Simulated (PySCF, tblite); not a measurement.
**C₅H₇Se radical: geometry, infrared bands and EPR parameters**

Wanted: the infrared bands and EPR parameters of C₅H₇Se radical (`[CH]1C=C[Se]CC1`), by calculation.

The runs use tblite 0.8.0 and PySCF 2.14.0, with density-fitted response routines of our own; the level of theory stands in each step. All values are computed, except where a source is named. Atoms are numbered from 0 throughout.

## 1. The molecule as given

13 atoms, charge 0, multiplicity 2; geometry from: force field or distance geometry start.

Bonds of the start (Å): C0–C1 1.49, C1–C2 1.33, C2–Se3 1.94, Se3–C4 1.97, C4–C5 1.55, C5–C0 1.55, C0–H6 1.11, C1–H7 1.10, C2–H8 1.08, C4–H9 1.11, C4–H10 1.10, C5–H11 1.11, C5–H12 1.12.

## 2. Relaxing the molecule with GFN2-xTB

What the job is given:

```
{"job": {"kind": "relax", "xc": "GFN2-xTB", "basis": "xTB"}, "charge": 0, "multiplicity": 2}
C     -0.141000    -1.357400    -0.173200
C      1.105600    -0.950000     0.532900
C      1.746700     0.177600     0.226700
Se     0.985800     1.334300    -1.137300
C     -0.742300     1.182900    -0.214100
C     -1.250900    -0.273100    -0.114200
H      0.089000    -1.597000    -1.234000
H      1.496500    -1.573500     1.349300
H      2.609900     0.502600     0.789700
H     -1.491300     1.798800    -0.763100
H     -0.633100     1.613700     0.795200
H     -1.973800    -0.472000    -0.929800
H     -1.805400    -0.386300     0.854300
```

On the command line:

```console
$ OMP_NUM_THREADS=1 python probes_run.py task.json out
```

The driver reads the jobs from task.json and runs them one after another.

Output:

```text
step      E/eV     max force
  0    -471.18744    2.279
  1    -471.31145    1.457
  2    -471.39967    0.618
  3    -471.42105    0.509
  4    -471.44497    0.432
  5    -471.46659    0.488
  6    -471.49273    0.545
  7    -471.51815    0.539
  8    -471.54571    0.563
  9    -471.57646    0.527
 10    -471.61877    0.737
 11    -471.69115    1.090
 12    -471.78182    1.142
 13    -471.80774    1.844
 14    -472.00416    1.136
 15    -472.08172    0.785
 16    -472.18498    0.857
 17    -472.22580    0.990
 18    -472.28889    0.823
 19    -472.32665    0.576
 20    -472.36032    0.475
 21    -472.40973    0.731
 22    -472.43712    0.583
 23    -472.47186    0.445
 24    -472.49053    0.412
 25    -472.50543    0.365
 26    -472.51754    0.293
 27    -472.52902    0.321
 28    -472.54053    0.335
 29    -472.54959    0.328
 30    -472.55667    0.306
 31    -472.56424    0.253
 32    -472.57226    0.250
 33    -472.58057    0.334
 34    -472.59108    0.436
 35    -472.60435    0.472
 36    -472.62191    0.432
 37    -472.63926    0.370
 38    -472.65221    0.292
 39    -472.66072    0.269
 40    -472.66687    0.269
 41    -472.67403    0.232
 42    -472.68112    0.188
 43    -472.68817    0.163
 44    -472.69319    0.241
 45    -472.69695    0.176
 46    -472.70128    0.179
 47    -472.70895    0.262
 48    -472.71540    0.342
 49    -472.72239    0.234
 50    -472.72799    0.161
 51    -472.73090    0.148
 52    -472.73657    0.247
 53    -472.74233    0.307
 54    -472.74870    0.221
 55    -472.75286    0.144
 56    -472.75515    0.118
 57    -472.75635    0.127
 58    -472.75859    0.145
 59    -472.76071    0.151
 60    -472.76283    0.142
 61    -472.76421    0.102
 62    -472.76511    0.059
 63    -472.76579    0.072
 64    -472.76649    0.073
 65    -472.76709    0.056
 66    -472.76750    0.049
 67    -472.76776    0.042
 68    -472.76794    0.032
 69    -472.76812    0.030
 70    -472.76828    0.030
 71    -472.76840    0.023
 72    -472.76846    0.014
 73    -472.76848    0.011
 74    -472.76850    0.010
```

Wall time 0.61 s (1 thread of Arm Neoverse N1, shared host); peak memory 0.18 GiB.

Along the way: (not every step is listed)

```csv
step,energy from step 0 (eV),largest force (eV/Å)
0,0.0000,2.2788
1,-0.1240,1.4567
2,-0.2122,0.6179
3,-0.2336,0.5085
4,-0.2575,0.4324
5,-0.2792,0.4881
6,-0.3053,0.5448
7,-0.3307,0.5387
8,-0.3583,0.5631
14,-0.8167,1.1365
20,-1.1729,0.4750
26,-1.3301,0.2934
32,-1.3848,0.2502
38,-1.4648,0.2917
44,-1.5058,0.2406
50,-1.5405,0.1611
56,-1.5677,0.1175
62,-1.5777,0.0591
68,-1.5805,0.0322
69,-1.5807,0.0305
70,-1.5808,0.0297
71,-1.5810,0.0230
72,-1.5810,0.0145
73,-1.5810,0.0112
74,-1.5811,0.0097
```

Close pairs (by a distance rule), those that changed most:

```csv
bond,before (Å),after (Å),change (Å)
C0–C1,1.489,1.364,-0.126
C2–Se3,1.944,1.859,-0.085
C0–C5,1.553,1.495,-0.057
C1–C2,1.333,1.389,+0.056
C0–H6,1.112,1.078,-0.033
C5–H12,1.122,1.093,-0.028
C4–C5,1.546,1.521,-0.025
C4–H9,1.114,1.091,-0.024
```

The final coordinates are the input of the step that follows.

## 3. Harmonic vibrations with GFN2-xTB

What the job is given:

```
{"job": {"kind": "ir", "xc": "GFN2-xTB", "basis": "xTB"}, "charge": 0, "multiplicity": 2}
C     -0.189921    -1.175628     0.215286
C      1.136565    -0.911642     0.391747
C      1.792967     0.263023     0.046986
Se     0.933672     1.796014    -0.558956
C     -0.872119     1.227846    -0.014031
C     -1.134462    -0.211447    -0.428339
H     -0.583306    -2.139767     0.494958
H      1.756544    -1.688204     0.822686
H      2.865873     0.342900     0.112132
H     -1.573791     1.917066    -0.485276
H     -0.924627     1.340729     1.071044
H     -1.048110    -0.290190    -1.520600
H     -2.163675    -0.470213    -0.165366
```

Output:

```text
mode    cm-1     km/mol
  1     122.4      0.67
  2     200.3      1.06
  3     280.7      0.53
  4     376.1      3.71
  5     445.2      5.74
  6     544.2      6.29
  7     578.6     26.53
  8     613.1      5.75
  9     669.9      7.13
 10     710.9      1.94
 11     862.7      6.93
 12     882.3      2.13
 13     914.5      6.72
 14     966.9      1.32
 15    1050.7      0.79
 16    1098.9      0.55
 17    1127.6      1.03
 18    1157.4      1.29
 19    1211.0      1.39
 20    1239.9     19.72
 21    1271.1     31.73
 22    1318.8      0.42
 23    1390.9     10.67
 24    1425.1      2.31
 25    1454.4      4.36
 26    1504.7      0.28
 27    2887.8     22.32
 28    2954.6     21.44
 29    2959.3     34.81
 30    2976.0     25.73
 31    3041.3     36.34
 32    3081.6     19.49
 33    3096.1     38.11
```

Run time: 0.5 s. Hardware: 1 thread of Arm Neoverse N1, shared host; peak memory 0.18 GiB.

Which atoms move in the most intense modes:

```csv
cm⁻¹,km/mol,atoms
579,26.5,H8 72 %
1271,31.7,"H7 44 %, C2 27 %, H8 15 %"
2888,22.3,H11 91 %
2955,21.4,H10 92 %
2959,34.8,H12 89 %
2976,25.7,H9 91 %
3041,36.3,H7 90 %
3096,38.1,H6 89 %
```

## 4. Geometry optimisation at PBE0-D3(BJ)/def2-SVP

What the job is given:

```
{"job": {"xc": "PBE0", "basis": "def2-SVP", "d3": "d3bj", "grid": 1, "shake": 0.01, "kind": "geom"}, "charge": 0, "multiplicity": 2}
C     -0.169510    -1.201180     0.219470
C      1.130890    -0.916170     0.389590
C      1.772770     0.260700     0.038330
Se     0.966900     1.798270    -0.562480
C     -0.874930     1.221170    -0.024580
C     -1.138370    -0.206630    -0.430720
H     -0.573730    -2.141770     0.495200
H      1.772000    -1.682750     0.817630
H      2.864040     0.348310     0.131480
H     -1.576490     1.914630    -0.475250
H     -0.933490     1.337810     1.079870
H     -1.042310    -0.289270    -1.513900
H     -2.191960    -0.460000    -0.174960
```

Output:

```text
step   0  E = -2595.30283510  max force = 0.041937
step   1  E = -2595.30672095  max force = 0.007125
step   2  E = -2595.30769212  max force = 0.002901
step   3  E = -2595.30770397  max force = 0.006456
step   4  E = -2595.30800928  max force = 0.001400
step   5  E = -2595.30803441  max force = 0.000362
step   6  E = -2595.30804507  max force = 0.000283
optimisation converged
```

Wall time 2.6 min (1 thread of Arm Neoverse N1, shared host); peak memory 0.59 GiB.

Along the way:

```csv
step,energy from step 0 (eV),largest force component (eV/Å)
0,0.0000,2.1565
1,-0.1057,0.3664
2,-0.1322,0.1492
3,-0.1325,0.3320
4,-0.1408,0.0720
5,-0.1415,0.0186
6,-0.1418,0.0146
```

Close pairs (by a distance rule), those that changed most:

```csv
bond,before (Å),after (Å),change (Å)
Se3–C4,2.004,1.956,-0.048
C0–C1,1.342,1.383,+0.041
C0–C5,1.533,1.497,-0.036
C0–H6,1.060,1.093,+0.033
C2–Se3,1.837,1.867,+0.030
C5–H11,1.091,1.108,+0.017
C4–H9,1.085,1.099,+0.015
C4–C5,1.508,1.520,+0.013
```

The next job starts from the end point, and lists it.

```csv
at the end point,value
point group (found at 0.08 Å tolerance),C1
"rotational constants (GHz, main isotopes)","4.294, 2.132, 1.494"
dipole moment (D),1.21
⟨S²⟩,0.783
```

## 5. g tensor and hyperfine couplings: B3LYP/def2-TZVP-core+IGLO-III+pcH-1

What the job is given:

```
{"job": {"kind": "epr"}, "charge": 0, "multiplicity": 2}
C     -0.201923    -1.184310     0.210499
C      1.164143    -0.970260     0.180868
C      1.803998     0.195777    -0.238848
Se     0.901280     1.757287    -0.722179
C     -0.796667     1.267523     0.115152
C     -1.211904    -0.159892    -0.202833
H     -0.568153    -2.171149     0.505206
H      1.815147    -1.796542     0.486282
H      2.892365     0.250140    -0.309025
H     -1.532307     1.997169    -0.252241
H     -0.676792     1.410063     1.199467
H     -1.415351    -0.248125    -1.288409
H     -2.174227    -0.363548     0.297892
```

Method: UKS B3LYP, IGLO-III on C, def2-TZVP-core on Se, pcH-1 on H, non-relativistic, mean-field spin-orbit, GIAO.

Output:

```text
UKS, coarse grid
  cycle   1  E = -2596.29272605  |g| = 1.48e+00
  cycle   2  E = -2596.22638318  |g| = 7.49e-01
  cycle   3  E = -2596.24312321  |g| = 5.38e-01
  cycle   4  E = -2596.36707153  |g| = 1.04e-01
  cycle   5  E = -2596.37395993  |g| = 1.52e-02
  cycle   6  E = -2596.37409211  |g| = 1.35e-02
  cycle   7  E = -2596.37419555  |g| = 4.38e-03
  cycle   8  E = -2596.37421449  |g| = 3.20e-03
  cycle   9  E = -2596.37422203  |g| = 9.21e-04
UKS, final grid
  cycle   1  E = -2596.37422095  |g| = 1.28e-03
  cycle   2  E = -2596.37421931  |g| = 2.19e-03
  cycle   3  E = -2596.37422184  |g| = 2.27e-04
  cycle   4  E = -2596.37422187  |g| = 7.91e-05
  cycle   5  E = -2596.37422188  |g| = 4.59e-05
  cycle   6  E = -2596.37422188  |g| = 1.09e-05
E = -2596.37422188 Eh   <S^2> = 0.7731 (exact 0.7500)
g shifts (ppm)      1          2          3
  rmc          -161       -161       -161
  gc             23         31         30
  oz_so        -967       1670      14663
  total       -1104       1542      14533
hyperfine (MHz)  atom isotope    a_iso     a_fc   dipolar eigenvalues
    0   13C      48.00      48.20    -45.13    -43.24     88.37
    1   13C     -40.59     -40.63    -25.74      9.85     15.88
    2   13C      57.67      56.17    -46.43    -44.87     91.30
    3  77Se      11.88      20.76    -79.59    -57.78    137.37
    4   13C       4.60       4.63     -1.84     -0.65      2.50
    5   13C     -14.95     -14.93     -1.06     -0.27      1.33
    6    1H     -38.18     -38.19    -21.96     -0.17     22.13
    7    1H      10.96      10.96     -4.71     -1.51      6.22
    8    1H     -36.18     -36.51    -22.20     -0.88     23.08
    9    1H      -1.33      -1.33     -1.86     -0.63      2.49
   10    1H       4.31       4.34     -2.18     -0.27      2.45
   11    1H      71.68      71.68     -2.93     -1.39      4.32
   12    1H      20.92      20.92     -2.84     -2.24      5.08
```

It took 5.4 min on 1 thread of Arm Neoverse N1, shared host; peak memory 0.86 GiB.

Principal g values 2.00122, 2.00386, 2.01685; g(iso) = 2.00731, against 2.00232 for a free electron.

Hyperfine couplings; where a row names several nuclei, a(iso) is their mean (it holds for fast rotation or exchange) and the dipolar term the largest among them:

```csv
nuclei,isotope,a(iso) (MHz),"a(iso) (G, at g = 2.0023)",largest dipolar term (MHz)
C2,13C,57.7,20.6,91.3
C0,13C,48.0,17.1,88.4
"H11, H12",1H,46.3,16.5,5.1
C1,13C,-40.6,-14.5,-25.7
H6,1H,-38.2,-13.6,22.1
H8,1H,-36.2,-12.9,23.1
C5,13C,-15.0,-5.3,1.3
Se3,77Se,11.9,4.2,137.4
H7,1H,11.0,3.9,6.2
C4,13C,4.6,1.6,2.5
"H9, H10",1H,1.5,0.5,2.5
```

Mulliken spin populations:

C0 0.60; C1 -0.23; C2 0.57; Se3 0.12; C4 0.01; C5 -0.05; H6 -0.03; H7 0.01; H8 -0.03; H9 0.00; H10 0.00; H11 0.03; H12 0.01

In first order the couplings over 0.8 MHz of 1H give 72 distinct lines over 64.6 G, if the averaged nuclei exchange fast.

The fields below are evaluated on a grid from the run's orbitals.

ELF in a plane through or near 9 of the atoms.

Ten even steps from ' ' (0.00) to '@' (1.00):
```
                                                        
                      ..----::..                        
                    ::++######++::                      
                  ..==%%@@@@%%%%++..                    
                  ..==%%%%##%%%%++                      
        ++%%%%##::..--++::::::====....++%%##--          
      ..@@@@@@@@%%==++**::--::==**==**@@@@@@%%--        
      ::%%@@@@@@@@::--%%++==**%%**==%%@@@@@@@@++        
        ==##%%%%**--::**--..==**....**@@@@@@**::        
              ..++@@@@**..  ..++@@%%**--..              
          ..--==**..--++==--==**++****::                
        ++@@@@@@@@--::@@++::%%@@..##@@@@%%++            
        ##@@@@@@@@**++##..##++%%**@@@@@@@@@@--          
        --##@@@@++  ..**@@@@##--..##@@@@@@%%::          
          ..--::    ..@@@@@@@@++  ..++%%##==            
                    --@@@@@@@@##                        
                    ..##@@@@%%--                        
                        ....                            
                                                        
                                                        
```
The map spans 10.3 Å across and 9.7 Å up, centred on the molecule. Atoms in the plane (x, y in Å): C0 (-0.3, -1.2), C1 (-1.5, -0.5), C2 (-1.6, 0.9), C4 (1.2, 0.8), H6 (-0.3, -2.3), H7 (-2.4, -1.0), H8 (-2.6, 1.4), H9 (2.2, 1.3), H12 (1.9, -1.2).

log10 of the density (e/Å³) in the same plane.

Ten even steps from '0' (-4.0) to '9' (1.6):
```
0000000000111111111000000000
0000000011223333211000000000
0000000112344444322100000000
0000011223455555433211000000
0001122334566666543322110000
0012344555567877655443221000
0012446666667877666655321000
0012456777776667777765431000
0012446678876666787765431000
0002335567765566776654321000
0002345677876666776544220000
0012346677777777777654321000
0012345666678977777754321000
0001234555567766555544210000
0001223334467765444433210000
0000011123455554322221100000
0000000012334443211110000000
0000000001122221100000000000
0000000000011110000000000000
0000000000000000000000000000
```
The map spans 10.3 Å across and 9.7 Å up, centred on the molecule. Atoms in the plane (x, y in Å): C0 (-0.3, -1.2), C1 (-1.5, -0.5), C2 (-1.6, 0.9), C4 (1.2, 0.8), H6 (-0.3, -2.3), H7 (-2.4, -1.0), H8 (-2.6, 1.4), H9 (2.2, 1.3), H12 (1.9, -1.2).

On the surface of density 0.002 e/bohr³ the electrostatic potential runs, from the 1st to the 99th percentile, from -0.72 V near Se3 to 0.91 V near H9.

The spin density lies nearest to C0, C2 about 31 % each; Se3 12 %; C1 9 % (beta excess).

## 6. Results

```
                                 quantity                 value
strongest single infrared mode (GFN2-xTB)  3096 cm⁻¹, 38 km/mol
             zero-point energy (GFN2-xTB)         63.5 kcal/mol
                              point group                    C1
     rotational constants (main isotopes)  4.29, 2.13, 1.49 GHz
                           g(iso) (B3LYP)               2.00731
                                     ⟨S²⟩    0.773 (exact 0.75)
       largest a(iso) (averaged by class)   13C on C2, 57.7 MHz
    surface potential, 1st and 99th percentile    -0.72 V and 0.91 V
```

What this shows: The optimisation took 74 steps and gained 1.581 eV; among the close pairs (by a distance rule), C0–C1 changed most, from 1.489 to 1.364 Å (GFN2-xTB). No mode is imaginary among the 33: a minimum at this level. The strongest single mode, at 3096 cm⁻¹, moves mainly H6. Unscaled tight-binding wavenumbers are off by several per cent, some by more. Its intensities can rank the bands wrongly. The optimisation took 6 steps and gained 0.142 eV; among the close pairs (by a distance rule), Se3–C4 changed most, from 2.004 to 1.956 Å (PBE0/def2-SVP). No frequency check was run at this level, so the end point may be a saddle. The largest spin populations lie on C0 (0.60 e), C2 (0.57 e). The isotropic g lies 5.0 ppt above the free-electron value. The hyperfine terms hold no scalar relativity, which the heavier nuclei need.
